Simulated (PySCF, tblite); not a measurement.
# C8H7ClO2: geometry, infrared bands and NMR shifts

Wanted: the infrared bands and NMR shifts of C8H7ClO2 (`O=C(O)C1=C(Cl)[C@@H]2C=C[C@H]1C2`), by calculation.

The runs use tblite 0.8.0 and PySCF 2.14.0, with density-fitted response routines of our own; the level of theory stands in each step. All values are computed, except where a source is named. Atoms count from 0, in the outputs and in this text.

## (1) The starting structure

18 atoms, charge 0, multiplicity 1; geometry from: force field or distance geometry start.

Bonds of the start (Å): O0–C1 1.22, C1–O2 1.35, C1–C3 1.45, C3–C4 1.35, C4–Cl5 1.69, C4–C6 1.51, C6–C7 1.51, C7–C8 1.34, C8–C9 1.52, C9–C10 1.53, C9–C3 1.52, C10–C6 1.53, O2–H11 0.97, C6–H12 1.10, C7–H13 1.09, C8–H14 1.09, C9–H15 1.09, C10–H16 1.10, C10–H17 1.10.

## (2) Relaxing the molecule with GFN2-xTB

The job: settings as JSON, then the geometry in Å.

```
{"job": {"kind": "relax", "xc": "GFN2-xTB", "basis": "xTB"}, "charge": 0, "multiplicity": 1}
O      2.665800     1.487100    -0.126900
C      2.236100     0.352000    -0.214600
O      3.073800    -0.682200    -0.446300
C      0.847500    -0.032600    -0.050100
C      0.213900    -1.229300    -0.067100
Cl     0.802800    -2.790200    -0.330600
C     -1.258200    -0.973400     0.174400
C     -1.807700    -0.144400    -0.967000
C     -1.182600     1.041400    -0.935400
C     -0.222800     1.006200     0.241800
C     -1.091900     0.167000     1.187400
H      3.944400    -0.270600    -0.537300
H     -1.876700    -1.801800     0.546200
H     -2.529700    -0.486100    -1.704300
H     -1.306600     1.870400    -1.630400
H      0.089500     1.968100     0.661500
H     -0.570800    -0.125900     2.114900
H     -2.035500     0.650600     1.465500
```

Started as:

```sh
$ OMP_NUM_THREADS=1 python probes_run.py task.json out
```

This one command runs all jobs of the session in turn.

**Question.** This job is followed by: GFN2-xTB harmonic vibrations, gas phase; GIAO PBE0/pcSseg-1 NMR shielding, non-relativistic, gas phase. Predict these results of the whole session: strongest single infrared mode (GFN2-xTB); zero-point energy (GFN2-xTB); 13C shifts against TMS (PBE0/pcSseg-1); 1H shifts against TMS (PBE0/pcSseg-1); 17O shifts against H2O (PBE0/pcSseg-1); 35Cl shifts against HCl (PBE0/pcSseg-1); surface potential, 1st and 99th percentile.

**Answer**, as computed:

| quantity | value |
| --- | --- |
| strongest single infrared mode (GFN2-xTB) | 1743 cm⁻¹, 607 km/mol |
| zero-point energy (GFN2-xTB) | 82.1 kcal/mol |
| 13C shifts against TMS (PBE0/pcSseg-1) | 180.3, 168.0, 155.9, 149.9, 145.7, 77.5, 64.2, 54.4 ppm |
| 1H shifts against TMS (PBE0/pcSseg-1) | 7.38, 7.17, 6.07, 4.03, 3.32, 2.32, 2.25 ppm |
| 17O shifts against H2O (PBE0/pcSseg-1) | 426.1, 204.8 ppm |
| 35Cl shifts against HCl (PBE0/pcSseg-1) | 270 ppm |
| surface potential, 1st and 99th percentile | -1.64 V and 2.07 V |

What this shows: Relaxing lowered the energy by 0.148 eV in 44 steps; the close pair that moved most is C7–C8, from 1.341 to 1.324 Å. No mode is imaginary among the 48: a minimum at this level. The strongest single mode, at 1743 cm⁻¹, moves mainly C1 and O0. Unscaled tight-binding wavenumbers are off by several per cent, some by more. Its intensities can rank the bands wrongly. At PBE0/pcSseg-1: Shielding is most anisotropic at O0 (span 566 ppm, paramagnetic term -492 ppm). By nearest atom (PBE0/pcSseg-1), the HOMO sits on C3 23 %; C4, C7, C8 about 16 % each and the LUMO on C4 29 %; C1, C3 about 14 % each.
